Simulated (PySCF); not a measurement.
# C7H7F: runs on many settings

Aim: see how C7H7F (`C#CC#C[C@H](F)CC`) answers to the choice of functional, basis, grid and SCF options, and what happens with inputs that are wrong on purpose.

Programs: PySCF 2.14.0, with density-fitted response routines of our own. Each step states its level of theory. These are calculated values for one molecule in the gas phase, unless marked as measured. Atoms count from 0, in the outputs and in this text.

## (1) The molecule as given

15 atoms, charge 0, multiplicity 1; geometry from: GFN2-xTB.

Bonds of the start (Å): C0–C1 1.20, C1–C2 1.36, C2–C3 1.21, C3–C4 1.45, C4–F5 1.39, C4–C6 1.53, C6–C7 1.52, C0–H8 1.05, C4–H9 1.10, C6–H10 1.09, C6–H11 1.09, C7–H12 1.09, C7–H13 1.09, C7–H14 1.09.

## (2) Nuclear shieldings: PBE0/pcSseg-1

Job settings and geometry (Å):

```
{"job": {"kind": "nmr", "xc": "PBE0", "basis": "pcSseg-1"}, "charge": 0, "multiplicity": 1}
C      4.663699    -0.542293     0.120720
C      3.501203    -0.236131     0.052519
C      2.187917     0.104650    -0.016808
C      1.018709     0.389356    -0.108431
C     -0.386134     0.738493    -0.156787
F     -0.620630     1.846913     0.647886
C     -1.263826    -0.423727     0.318353
C     -2.745689    -0.104872     0.165228
H      5.676456    -0.806561     0.177802
H     -0.663434     1.049165    -1.176160
H     -1.031389    -0.620992     1.367097
H     -0.999444    -1.308184    -0.264884
H     -2.994829     0.796839     0.720126
H     -3.000317     0.050940    -0.881357
H     -3.346707    -0.925606     0.548679
```

With the program's defaults for keys left out, this is: GIAO PBE0/pcSseg-1 NMR shielding, non-relativistic, gas phase.

Run with:

```
> OMP_NUM_THREADS=1 python probes_run.py task.json out
```

The driver reads the jobs from task.json and runs them one after another.

The log of the run:

```text
coarse grid: 13032 points
cycle   1  E = -370.0687106076  dE =  1.108e+00  |g| = 5.879e-01  |ddm| = 3.887e+00
cycle   2  E = -370.0357562495  dE =  3.295e-02  |g| = 7.633e-01  |ddm| = 1.609e+00
cycle   3  E = -370.1333536369  dE = -9.760e-02  |g| = 1.470e-01  |ddm| = 1.007e+00
cycle   4  E = -370.1369648644  dE = -3.611e-03  |g| = 7.547e-02  |ddm| = 1.845e-01
cycle   5  E = -370.1383490067  dE = -1.384e-03  |g| = 2.035e-02  |ddm| = 6.729e-02
cycle   6  E = -370.1384411437  dE = -9.214e-05  |g| = 4.623e-03  |ddm| = 2.244e-02
cycle   7  E = -370.1384454949  dE = -4.351e-06  |g| = 1.720e-03  |ddm| = 5.024e-03
final grid: 127664 points
cycle   8  E = -370.1965814211  dE = -3.581e-05  |g| = 8.555e-03  |ddm| = 9.138e-02
cycle   9  E = -370.1965610450  dE =  2.038e-05  |g| = 1.284e-02  |ddm| = 1.836e-02
cycle  10  E = -370.1965966806  dE = -3.564e-05  |g| = 2.899e-03  |ddm| = 1.114e-02
cycle  11  E = -370.1965988085  dE = -2.128e-06  |g| = 5.399e-04  |ddm| = 2.374e-03
cycle  12  E = -370.1965988646  dE = -5.616e-08  |g| = 1.461e-04  |ddm| = 5.793e-04
cycle  13  E = -370.1965988676  dE = -2.929e-09  |g| = 4.321e-05  |ddm| = 1.917e-04
cycle  14  E = -370.1965988679  dE = -3.763e-10  |g| = 1.480e-05  |ddm| = 7.124e-05
converged SCF energy = -370.1965988679

GIAO shielding tensors (ppm)
atom      isotropic    diamagn.    paramagn.     s11        s22        s33       span
  0 C      109.088     262.703    -153.615     31.541     38.223    257.501    225.959
  1 C      113.904     248.205    -134.302     23.991     25.436    292.285    268.294
  2 C      105.031     246.464    -141.433     35.082     41.483    238.529    203.447
  3 C      109.461     257.983    -148.522      3.378     14.018    310.988    307.610
  4 C      100.370     246.332    -145.961     69.031     90.382    141.697     72.665
  5 F      383.603     475.699     -92.097    364.334    377.006    409.468     45.134
  6 C      150.628     249.557     -98.929    135.142    147.241    169.502     34.361
  7 C      173.819     245.138     -71.319    159.768    173.912    187.778     28.010
  8 H       30.126      34.037      -3.911     24.994     25.014     40.368     15.374
  9 H       26.632      29.958      -3.326     24.105     26.196     29.594      5.489
 10 H       29.628      31.286      -1.658     25.434     29.993     33.455      8.021
 11 H       30.057      31.328      -1.271     24.933     30.565     34.674      9.741
 12 H       30.143      28.213       1.930     25.285     29.535     35.610     10.325
 13 H       30.826      28.367       2.458     26.551     28.631     37.295     10.744
 14 H       30.537      27.009       3.528     25.847     27.869     37.895     12.048
```

Wall time 21 s (1 thread of Arm Neoverse V2, shared host); peak memory 0.75 GiB.

Shifts follow as δ = σ(reference) − σ, with reference shieldings (ppm) from runs at the same level and on the same kind of geometry: 1H TMS 31.72, 13C TMS 186.9, 19F CFCl3 170.9. The references are single molecules in the gas phase, so shifts against H2O, NH3, PH3, H3PO4 or CFCl3 are not on the usual liquid scales and can be off by tens of ppm. Atoms listed in one row are averaged.

```tsv
atoms	environment	σ (ppm)	δ (ppm)	δ scaled to CDCl3
C4	propargylic sp3 CH bonded to F	100.4	86.6	82.6
C2	alkyne carbon	105.0	81.9	78.0
C0	terminal alkyne carbon	109.1	77.8	74.1
C3	alkyne carbon	109.5	77.5	73.7
C1	alkyne carbon	113.9	73.0	69.4
C6	sp3 CH2	150.6	36.3	33.5
C7	methyl carbon	173.8	13.1	10.9
H9	hydrogen on a propargylic sp3 CH bonded to F	26.63	5.09	4.90
H10	hydrogen on an sp3 CH2	29.63	2.09	2.08
H11	hydrogen on an sp3 CH2	30.06	1.66	1.67
H8	hydrogen on a terminal alkyne carbon	30.13	1.59	1.61
H12, H13, H14	hydrogen on a methyl carbon	30.50	1.21	1.25
F5	fluorine on an sp3 carbon	383.6	-212.7	–
```

The scaled column applies a straight-line fit of computed shieldings to shifts measured in CDCl3; 19F shifts take a fit of their own (root-mean-square error 0.16 ppm for H, 1.9 ppm for C).

Charges from the same density, by scheme (e):

```tsv
atoms	Mulliken	IAO	Hirshfeld	ESP fit
C0	-0.35	-0.19	-0.07	-0.40
C1	0.23	-0.03	-0.04	0.11
C2	0.08	-0.04	-0.04	-0.02
C3	-0.06	-0.02	-0.02	-0.24
C4	0.15	0.17	0.08	0.42
F5	-0.33	-0.32	-0.11	-0.26
C6	-0.28	-0.26	-0.07	-0.02
C7	-0.27	-0.42	-0.12	-0.30
```

Mayer bond orders: C0–C1 2.26, C1–C2 0.96, C2–C3 2.07, C3–C4 1.09, C4–F5 0.87, C4–C6 1.02, C6–C7 1.06.

## (3) TDDFT and polarisability: PBE0/def2-SVPD

Same as in step 2 but for these lines:

```diff
@@ -1,2 +1,2 @@
-{"job": {"kind": "nmr", "xc": "PBE0", "basis": "pcSseg-1"}, "charge": 0, "multiplicity": 1}
+{"job": {"kind": "uv", "xc": "PBE0", "basis": "def2-SVPD", "nstates": 6, "ntriplets": 2}, "charge": 0, "multiplicity": 1}
 C      4.663699    -0.542293     0.120720
```

Method: TDDFT PBE0/def2-SVPD, vertical, gas phase, core orbitals frozen in the response.

The log of the run:

```text
coarse grid: 13032 points
cycle   1  E = -369.8596623650  dE =  1.039e+00  |g| = 5.467e-01  |ddm| = 1.871e+01
cycle   2  E = -369.8281600646  dE =  3.150e-02  |g| = 7.104e-01  |ddm| = 5.080e+00
cycle   3  E = -369.9189669609  dE = -9.081e-02  |g| = 1.439e-01  |ddm| = 1.463e+00
cycle   4  E = -369.9225693933  dE = -3.602e-03  |g| = 7.074e-02  |ddm| = 4.341e-01
cycle   5  E = -369.9237816526  dE = -1.212e-03  |g| = 2.111e-02  |ddm| = 1.750e-01
cycle   6  E = -369.9238867520  dE = -1.051e-04  |g| = 4.633e-03  |ddm| = 9.467e-02
cycle   7  E = -369.9238913317  dE = -4.580e-06  |g| = 1.696e-03  |ddm| = 1.586e-02
final grid: 127664 points
cycle   8  E = -369.9817656265  dE = -3.320e-05  |g| = 8.489e-03  |ddm| = 3.932e-01
cycle   9  E = -369.9817442695  dE =  2.136e-05  |g| = 1.287e-02  |ddm| = 6.437e-02
cycle  10  E = -369.9817807687  dE = -3.650e-05  |g| = 2.839e-03  |ddm| = 2.588e-02
cycle  11  E = -369.9817828724  dE = -2.104e-06  |g| = 5.098e-04  |ddm| = 6.562e-03
cycle  12  E = -369.9817829241  dE = -5.169e-08  |g| = 1.361e-04  |ddm| = 1.790e-03
cycle  13  E = -369.9817829270  dE = -2.917e-09  |g| = 4.380e-05  |ddm| = 4.262e-04
cycle  14  E = -369.9817829274  dE = -3.788e-10  |g| = 1.943e-05  |ddm| = 2.505e-04
converged SCF energy = -369.9817829274

Static polarisability (au): isotropic 90.580, principal 58.772 61.952 151.016

Singlet excitations
state   eV       nm        f      main configurations
  1   4.5443    272.8   0.00016   H->L 0.95
  2   4.9231    251.8   0.00049   H-1->L 0.52, H->L+1 0.47
  3   5.0822    244.0   0.00023   H-1->L+1 0.96
  4   7.0175    176.7   0.00072   H-2->L 0.60, H-5->L 0.14
  5   7.1300    173.9   0.06213   H->L+2 0.77, H->L+3 0.14
  6   7.3364    169.0   0.11476   H-1->L+2 0.78, H-1->L+3 0.14

Triplet excitations (Tamm-Dancoff, eV): 3.7435 4.0790
```

It took 38 s on 1 thread of Arm Neoverse V2, shared host; peak memory 0.86 GiB.

The orbitals next to the gap, with their largest atomic shares:

```tsv
orbital	eV	atoms
HOMO−3	-10.12	C6 24 %, C7 24 %, H10 10 %
HOMO−2	-9.75	F5 20 %, C6 14 %, C4 13 %
HOMO−1	-7.69	C0 26 %, C3 25 %, C1 20 %
HOMO	-7.48	C0 24 %, C3 23 %, C2 21 %
LUMO	-1.11	C0 23 %, C3 21 %, C2 18 %
LUMO+1	-0.77	C0 25 %, C3 21 %, C1 20 %
LUMO+2	0.69	C7 15 %, C6 13 %, C3 11 %
```

With each of the 6 states as a Gaussian band of 0.4 eV half-width at 1/e, the curve within the window shown has maxima at 170 nm (ε 6,800) L/(mol cm). Beyond the last state computed it falls off for lack of states. The curve at chosen wavelengths:

```json
{"nm": "162", "ε (L/mol/cm)": "3157"}
{"nm": "168", "ε (L/mol/cm)": "6423"}
{"nm": "174", "ε (L/mol/cm)": "5918"}
{"nm": "180", "ε (L/mol/cm)": "2920"}
{"nm": "186", "ε (L/mol/cm)": "870"}
{"nm": "192", "ε (L/mol/cm)": "171"}
{"nm": "198", "ε (L/mol/cm)": "24"}
{"nm": "204", "ε (L/mol/cm)": "2"}
{"nm": "210", "ε (L/mol/cm)": "0"}
{"nm": "216", "ε (L/mol/cm)": "1"}
{"nm": "222", "ε (L/mol/cm)": "3"}
{"nm": "228", "ε (L/mol/cm)": "8"}
{"nm": "234", "ε (L/mol/cm)": "16"}
{"nm": "241", "ε (L/mol/cm)": "25"}
{"nm": "247", "ε (L/mol/cm)": "30"}
{"nm": "253", "ε (L/mol/cm)": "30"}
{"nm": "259", "ε (L/mol/cm)": "27"}
{"nm": "265", "ε (L/mol/cm)": "22"}
{"nm": "271", "ε (L/mol/cm)": "17"}
{"nm": "277", "ε (L/mol/cm)": "13"}
{"nm": "283", "ε (L/mol/cm)": "9"}
{"nm": "289", "ε (L/mol/cm)": "6"}
{"nm": "295", "ε (L/mol/cm)": "4"}
{"nm": "301", "ε (L/mol/cm)": "2"}
{"nm": "307", "ε (L/mol/cm)": "1"}
{"nm": "313", "ε (L/mol/cm)": "1"}
```

Further results of this job:

```tsv
property	computed
dipole moment (D)	1.88
polarisability (Å³)	13.42
HOMO–LUMO gap (eV)	6.38
−ε(HOMO) (eV)	7.48
```

## (4) Nuclear shieldings: wB97X/ANO-RCC-VDZP

Same as in step 3 but for these lines:

```diff
@@ -1,2 +1,2 @@
-{"job": {"kind": "uv", "xc": "PBE0", "basis": "def2-SVPD", "nstates": 6, "ntriplets": 2}, "charge": 0, "multiplicity": 1}
+{"job": {"kind": "nmr", "xc": "wB97X", "basis": "ANO-RCC-VDZP", "pop": true, "scf": {"conv": 1e-06, "level_shift": 0.3}}, "charge": 0, "multiplicity": 1}
 C      4.663699    -0.542293     0.120720
```

With the program's defaults for keys left out, this is: GIAO wB97X/ANO-RCC-VDZP NMR shielding, non-relativistic, gas phase.

The log of the run:

```text
final grid: 127664 points
cycle   1  E = -370.5445581604  dE =  1.493e+00  |g| = 7.087e-01  |ddm| = 5.384e+00
cycle   2  E = -370.6381176293  dE = -9.356e-02  |g| = 4.509e-01  |ddm| = 8.510e-01
cycle   3  E = -370.6724453978  dE = -3.433e-02  |g| = 7.500e-02  |ddm| = 2.851e-01
cycle   4  E = -370.6742734578  dE = -1.828e-03  |g| = 2.719e-02  |ddm| = 1.105e-01
cycle   5  E = -370.6745748655  dE = -3.014e-04  |g| = 7.931e-03  |ddm| = 4.863e-02
cycle   6  E = -370.6746210456  dE = -4.618e-05  |g| = 3.621e-03  |ddm| = 2.037e-02
cycle   7  E = -370.6746308476  dE = -9.802e-06  |g| = 1.671e-03  |ddm| = 8.812e-03
cycle   8  E = -370.6746334072  dE = -2.560e-06  |g| = 7.921e-04  |ddm| = 4.320e-03
cycle   9  E = -370.6746340814  dE = -6.742e-07  |g| = 4.005e-04  |ddm| = 2.185e-03
level shift removed, Fock matrix diagonalised once more
converged SCF energy = -370.6746340814

GIAO shielding tensors (ppm)
atom      isotropic    diamagn.    paramagn.     s11        s22        s33       span
  0 C      122.143     264.420    -142.277     50.088     56.667    259.675    209.587
  1 C      128.850     254.180    -125.329     44.808     46.992    294.751    249.942
  2 C      119.906     262.293    -142.387     57.030     65.048    237.640    180.610
  3 C      122.633     258.716    -136.083     21.444     32.468    313.986    292.542
  4 C      107.666     242.134    -134.468     73.790     97.134    152.074     78.284
  5 F      394.741     470.245     -75.504    373.155    402.843    408.224     35.070
  6 C      157.994     242.052     -84.058    143.016    154.392    176.575     33.558
  7 C      181.278     236.098     -54.819    168.195    181.933    193.707     25.513
  8 H       29.341      34.678      -5.337     23.741     23.762     40.521     16.780
  9 H       26.878      31.067      -4.190     24.315     26.633     29.685      5.371
 10 H       29.887      31.762      -1.875     25.541     30.369     33.751      8.210
 11 H       30.185      32.240      -2.055     24.962     30.745     34.849      9.887
 12 H       30.404      28.125       2.279     25.664     29.785     35.763     10.099
 13 H       31.099      28.573       2.526     26.921     28.968     37.408     10.487
 14 H       30.805      27.109       3.696     26.139     28.319     37.957     11.818
```

It took 52 s on 1 thread of Arm Neoverse V2, shared host; peak memory 0.91 GiB.

This run: δ C4 85.0, C2 72.7, C0 70.5, C3 70.0, H9 4.99, H8 2.53 ppm.

## (5) Nuclear shieldings: HCTH407/pcSseg-1

Same as in step 4 but for these lines:

```diff
@@ -1,2 +1,2 @@
-{"job": {"kind": "nmr", "xc": "wB97X", "basis": "ANO-RCC-VDZP", "pop": true, "scf": {"conv": 1e-06, "level_shift": 0.3}}, "charge": 0, "multiplicity": 1}
+{"job": {"kind": "nmr", "xc": "HCTH407", "basis": "pcSseg-1", "pop": false}, "charge": 0, "multiplicity": 1}
 C      4.663699    -0.542293     0.120720
```

Level: GIAO HCTH407/pcSseg-1 NMR shielding, non-relativistic, gas phase.

The log of the run:

```text
coarse grid: 13032 points
cycle   1  E = -370.4062144339  dE =  8.970e-01  |g| = 7.462e-01  |ddm| = 3.997e+00
cycle   2  E = -370.2589601081  dE =  1.473e-01  |g| = 1.176e+00  |ddm| = 2.544e+00
cycle   3  E = -370.5084309511  dE = -2.495e-01  |g| = 2.842e-01  |ddm| = 1.941e+00
cycle   4  E = -370.5225139097  dE = -1.408e-02  |g| = 1.405e-01  |ddm| = 3.779e-01
cycle   5  E = -370.5275088975  dE = -4.995e-03  |g| = 4.242e-02  |ddm| = 1.399e-01
cycle   6  E = -370.5278377343  dE = -3.288e-04  |g| = 2.241e-02  |ddm| = 4.755e-02
cycle   7  E = -370.5279596603  dE = -1.219e-04  |g| = 8.623e-03  |ddm| = 2.422e-02
cycle   8  E = -370.5279784903  dE = -1.883e-05  |g| = 1.693e-03  |ddm| = 7.755e-03
cycle   9  E = -370.5279791805  dE = -6.902e-07  |g| = 2.112e-04  |ddm| = 2.358e-03
final grid: 127664 points
cycle  10  E = -370.5793407212  dE = -1.124e-04  |g| = 9.770e-03  |ddm| = 1.502e-01
cycle  11  E = -370.5793083077  dE =  3.241e-05  |g| = 1.617e-02  |ddm| = 2.904e-02
cycle  12  E = -370.5793564408  dE = -4.813e-05  |g| = 3.124e-03  |ddm| = 2.067e-02
cycle  13  E = -370.5793587143  dE = -2.273e-06  |g| = 1.053e-03  |ddm| = 2.845e-03
cycle  14  E = -370.5793589501  dE = -2.358e-07  |g| = 4.311e-04  |ddm| = 1.627e-03
cycle  15  E = -370.5793589860  dE = -3.599e-08  |g| = 2.298e-04  |ddm| = 5.220e-04
cycle  16  E = -370.5793589995  dE = -1.344e-08  |g| = 6.786e-05  |ddm| = 2.031e-04
cycle  17  E = -370.5793590006  dE = -1.128e-09  |g| = 1.065e-05  |ddm| = 6.890e-05
cycle  18  E = -370.5793590006  dE = -2.683e-11  |g| = 2.693e-06  |ddm| = 1.499e-05
converged SCF energy = -370.5793590006

GIAO shielding tensors (ppm)
atom      isotropic    diamagn.    paramagn.     s11        s22        s33       span
  0 C      113.754     261.933    -148.179     38.674     45.255    257.333    218.658
  1 C      114.733     248.374    -133.641     27.180     28.047    288.972    261.792
  2 C      108.367     248.309    -139.942     39.341     44.897    240.862    201.521
  3 C      110.465     258.620    -148.155      8.375     18.509    304.511    296.136
  4 C       95.297     247.118    -151.821     64.233     85.627    136.031     71.798
  5 F      367.811     476.071    -108.260    348.044    356.255    399.133     51.088
  6 C      145.392     248.990    -103.598    130.675    141.236    164.264     33.589
  7 C      169.561     244.597     -75.037    154.855    168.722    185.105     30.250
  8 H       30.307      34.679      -4.371     25.273     25.294     40.356     15.083
  9 H       26.393      30.272      -3.879     23.918     26.002     29.260      5.342
 10 H       29.583      31.544      -1.961     25.636     30.043     33.069      7.433
 11 H       29.901      31.642      -1.741     25.035     30.576     34.092      9.057
 12 H       30.086      28.364       1.723     25.545     29.545     35.169      9.624
 13 H       30.787      28.538       2.249     26.822     28.676     36.864     10.042
 14 H       30.489      26.981       3.508     26.070     28.055     37.342     11.272
```

Wall time 28 s (1 thread of Arm Neoverse V2, shared host); peak memory 0.64 GiB.

Key values: δ C4 88.3, C2 75.3, C3 73.2, C0 69.9, H9 5.28, H10 2.09 ppm.

## (6) NMR shieldings: KT3/pcSseg-1

Same as in step 5 but for these lines:

```diff
@@ -1,2 +1,2 @@
-{"job": {"kind": "nmr", "xc": "HCTH407", "basis": "pcSseg-1", "pop": false}, "charge": 0, "multiplicity": 1}
+{"job": {"kind": "nmr", "xc": "KT3", "basis": "pcSseg-1", "pop": false, "scf": {"level_shift": 2.0, "max_cycle": 62}}, "charge": 0, "multiplicity": 1}
 C      4.663699    -0.542293     0.120720
```

With the program's defaults for keys left out, this is: GIAO KT3/pcSseg-1 NMR shielding, non-relativistic, gas phase.

The log of the run:

```text
final grid: 127664 points
cycle   1  E = -375.9056549097  dE =  1.194e+00  |g| = 1.152e+00  |ddm| = 3.742e+00
cycle   2  E = -376.1775290828  dE = -2.719e-01  |g| = 4.649e-01  |ddm| = 6.359e-01
cycle   3  E = -376.2285684153  dE = -5.104e-02  |g| = 2.808e-01  |ddm| = 4.119e-01
cycle   4  E = -376.2476058156  dE = -1.904e-02  |g| = 1.986e-01  |ddm| = 4.094e-01
cycle   5  E = -376.2572947422  dE = -9.689e-03  |g| = 1.429e-01  |ddm| = 3.536e-01
cycle   6  E = -376.2622597109  dE = -4.965e-03  |g| = 1.052e-01  |ddm| = 2.913e-01
cycle   7  E = -376.2649038390  dE = -2.644e-03  |g| = 7.952e-02  |ddm| = 2.337e-01
cycle   8  E = -376.2663900642  dE = -1.486e-03  |g| = 6.095e-02  |ddm| = 1.760e-01
cycle   9  E = -376.2672527956  dE = -8.627e-04  |g| = 4.684e-02  |ddm| = 1.296e-01
cycle  10  E = -376.2677628137  dE = -5.100e-04  |g| = 3.607e-02  |ddm| = 9.685e-02
[... 42 cycles left out ...]
cycle  53  E = -376.2686101790  dE = -6.204e-09  |g| = 1.472e-04  |ddm| = 6.424e-05
cycle  54  E = -376.2686101842  dE = -5.254e-09  |g| = 1.350e-04  |ddm| = 5.866e-05
cycle  55  E = -376.2686101887  dE = -4.414e-09  |g| = 1.234e-04  |ddm| = 5.393e-05
cycle  56  E = -376.2686101924  dE = -3.703e-09  |g| = 1.131e-04  |ddm| = 4.904e-05
cycle  57  E = -376.2686101955  dE = -3.107e-09  |g| = 1.039e-04  |ddm| = 4.447e-05
cycle  58  E = -376.2686101981  dE = -2.627e-09  |g| = 9.541e-05  |ddm| = 4.068e-05
cycle  59  E = -376.2686102003  dE = -2.235e-09  |g| = 8.740e-05  |ddm| = 3.748e-05
cycle  60  E = -376.2686102022  dE = -1.872e-09  |g| = 8.036e-05  |ddm| = 3.418e-05
cycle  61  E = -376.2686102038  dE = -1.587e-09  |g| = 7.345e-05  |ddm| = 3.132e-05
cycle  62  E = -376.2686102051  dE = -1.333e-09  |g| = 6.744e-05  |ddm| = 2.864e-05
SCF not converged, last energy = -376.2686102051
```

It took 80 s on 1 thread of Arm Neoverse V2, shared host; peak memory 0.5 GiB.

**What went wrong.** The energy still falls at cycle 62 (gradient 6.7e-05): so large a level shift slows each step until the cap is reached. The remedy is to lower it to 0.1 to 0.3, or drop it. Numbers printed on the way are no properties of the molecule.

## (7) Side by side: NMR shifts

Shifts (ppm) of some atoms, chosen among heavy atoms and hydrogens apart, with basis size and wall time:

```tsv
run	C2	C0	C3	C1	H9	H8	F5	functions	time
PBE0/pcSseg-1	81.9	77.8	77.5	73.0	5.09	1.59	-212.7	171	21 s
wB97X/ANO-RCC-VDZP	72.7	70.5	70.0	63.8	4.99	2.53	-197.3	147	52 s
HCTH407/pcSseg-1	75.3	69.9	73.2	68.9	5.28	1.36	-218.6	171	28 s
```

## (8) Results

```
                                                              quantity                                            value
                                13C shifts against TMS (PBE0/pcSseg-1)     86.6, 81.9, 77.8, 77.5, 73.0, 36.3, 13.1 ppm
1H shifts against TMS (PBE0/pcSseg-1, means over atoms taken as alike)                 5.09, 2.09, 1.66, 1.59, 1.21 ppm
                              19F shifts against CFCl3 (PBE0/pcSseg-1)                                       -212.7 ppm
                                       lowest singlet (PBE0/def2-SVPD)                      4.54 eV (273 nm), f = 0.000
                              brightest single state of those computed                      state 6, 7.34 eV, f = 0.115
                                                        lowest triplet                                          3.74 eV
                                              range of the shift of F5                             -218.6 to -197.3 ppm
                                         property runs in this session  5, of which 1 failed and 0 gave unsound results
```

What this shows: Single values in the summary come from the first sound run of each kind (PBE0/pcSseg-1; PBE0/def2-SVPD), which need not be the best level. C4 (propargylic sp3 CH bonded to F) lies farthest downfield among carbon, at 86.6 ppm; deshielded by the electronegative neighbour. H9 (hydrogen on a propargylic sp3 CH bonded to F) lies farthest downfield among hydrogen, at 5.09 ppm; its carbon carries F, which withdraws density. At PBE0/pcSseg-1: Shielding is most anisotropic at C3 (span 308 ppm, paramagnetic term -149 ppm). The first singlet state (HOMO→LUMO 0.95) lies at 4.54 eV and is dark; of the 6 states computed, the strongest absorption comes from state 6 at 7.34 eV (the last computed, so partners may be missing). The lowest triplet lies 0.80 eV below the lowest singlet (triplets in Tamm-Dancoff, singlets in full TDDFT). Across the 3 runs the shift of F5 moves most, between -218.6 (HCTH407/pcSseg-1) and -197.3 ppm (wB97X/ANO-RCC-VDZP).
